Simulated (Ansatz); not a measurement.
**BFH₄OSn: basis-set convergence**

How large a basis does BFH₄OSn need? Two functionals are run in growing sets.

Program: Ansatz 0.2.0, Gaussian basis. Level of theory: one geometry, several basis sets. These are calculated values, not measurements.

Plan: PBE0-D4/def2-SVP; ωB97M-V/def2-SVP; PBE0-D4/def2-QZVPP; ωB97M-V/def2-QZVPP; the functionals' def2-TZVPP values are taken from earlier runs.

1 further run of the same task is left out (for a known fault of the program).

**1. The geometry**

All runs share one geometry, relaxed beforehand with PBE0-D4 in a triple-zeta def2 set. Sn takes the def2 core potential; no spin-orbit term is included.

SMILES `O[BH][SnH2][F]`, 8 atoms, charge 0, spin multiplicity 1.

Atoms are counted from 1 here; the program's logs count them from 0.

Bond lengths: O1–B2 1.334 Å, O1–H5 0.975 Å, B2–Sn3 2.268 Å, B2–H6 1.194 Å, Sn3–F4 1.976 Å, Sn3–H7 1.707 Å, Sn3–H8 1.707 Å. Angles: B2–O1–H5 112.4°, O1–B2–Sn3 110.0°, O1–B2–H6 120.2°, Sn3–B2–H6 129.8°, B2–Sn3–F4 88.0°, B2–Sn3–H7 122.7°, B2–Sn3–H8 122.7°, F4–Sn3–H7 103.6°, F4–Sn3–H8 103.6°, H7–Sn3–H8 108.8°.

**2. PBE0-D4 in def2-SVP**

Input file in.yaml:

```yaml
crystal:
  periodic: [false, false, false]
  atoms:
    - {symbol: O, position_ang: [-0.703698, 1.605702, -0.657218]}
    - {symbol: B, position_ang: [-0.145979, 1.198409, 0.484099]}
    - {symbol: Sn, position_ang: [0.425061, -0.991377, 0.330544]}
    - {symbol: F, position_ang: [-0.289678, -0.977636, -1.511797]}
    - {symbol: H, position_ang: [-0.754472, 0.892769, -1.320519]}
    - {symbol: H, position_ang: [-0.014179, 1.960411, 1.393844]}
    - {symbol: H, position_ang: [2.038413, -1.512706, 0.130044]}
    - {symbol: H, position_ang: [-0.463268, -2.232772, 1.095204]}
basis:
  gaussian: {orbitals: def2-SVP}
hamiltonian: {xc: pbe0, dispersion: d4}
output: {orbitals: {seedname: orbitals}}
```

Launch:

```console
$ ansatz run in.yaml --threads 2 --pin off --events-out ev --progress --plain --max-ram 4352MiB
```

After this run come: ωB97M-V in def2-SVP; PBE0-D4 in def2-QZVPP; ωB97M-V in def2-QZVPP.

**Question.** What will the summary of the whole plan be? Wanted: PBE0-D4: double and triple zeta above quadruple; ωB97M-V: double and triple zeta above quadruple.

**Answer**, as computed:

| quantity | value |
| --- | --- |
| PBE0-D4: double and triple zeta above quadruple | 7.37, 0.38 eV |
| ωB97M-V: double and triple zeta above quadruple | 7.57, 0.37 eV |

What this shows: PBE0-D4 gains 6.99 eV from double to triple zeta, then 0.38 eV more. Total energies overstate the basis error of differences, where much of it tends to cancel. The LUMO of ωB97M-V is positive and keeps falling with the basis (0.82 to 0.28 eV): an unbound level that the basis holds in place.
